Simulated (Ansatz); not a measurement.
# ClF4HOW: the cost of one run

Program: Ansatz 0.2.0, Gaussian basis. Level of theory: the settings change from run to run. These are calculated values, not measurements.

## Step 1: The molecule

The structure was relaxed beforehand with PBE0-D4 in a triple-zeta def2 set. W takes a core potential in def2 sets; no spin-orbit term is included.

SMILES `[OH][W]([F])([F])([F])([F])[Cl]`, 8 atoms, charge 0, spin multiplicity 1.

Atoms are counted from 1 here; the program's logs count them from 0.

Bond lengths: O1–W2 1.836 Å, O1–H8 0.959 Å, W2–F3 1.847 Å, W2–F4 1.847 Å, W2–F5 1.845 Å, W2–F6 1.862 Å, W2–Cl7 2.269 Å. Angles: W2–O1–H8 142.7°, O1–W2–F3 92.6°, O1–W2–F4 92.5°, O1–W2–F5 172.0°, O1–W2–F6 86.9°, O1–W2–Cl7 94.4°, F3–W2–F4 174.8°, F3–W2–F5 87.4°, F3–W2–F6 89.7°, F3–W2–Cl7 90.2°, F4–W2–F5 87.4°, F4–W2–F6 89.7°, F4–W2–Cl7 90.2°, F5–W2–F6 85.1°, F5–W2–Cl7 93.6°, F6–W2–Cl7 178.7°.

## Step 2: B3LYP/def2-SVPD

in.yaml

```yaml
crystal:
  periodic: [false, false, false]
  atoms:
    - {symbol: O, position_ang: [-0.398659, -1.432869, 0.401801]}
    - {symbol: W, position_ang: [0.122902, 0.247923, -0.120257]}
    - {symbol: F, position_ang: [1.397573, 0.356102, 1.211373]}
    - {symbol: F, position_ang: [-1.123996, 0.301561, -1.481181]}
    - {symbol: F, position_ang: [0.469497, 2.024336, -0.479976]}
    - {symbol: F, position_ang: [-1.155915, 0.903174, 1.063848]}
    - {symbol: Cl, position_ang: [1.693950, -0.501730, -1.576004]}
    - {symbol: H, position_ang: [-1.005363, -1.898498, 0.980397]}
basis:
  gaussian: {orbitals: def2-SVPD}
hamiltonian: {xc: {name: B3LYP}}
output: {forces: true}
```

Launch:

```
ansatz run in.yaml --threads 4 --pin off --events-out ev --progress --plain --max-ram 11315MiB
```

Q: Estimate wall time and peak memory on 4 threads of AMD EPYC 7R43, shared host.

About 4.5 s, with a peak of 0.64 GiB.
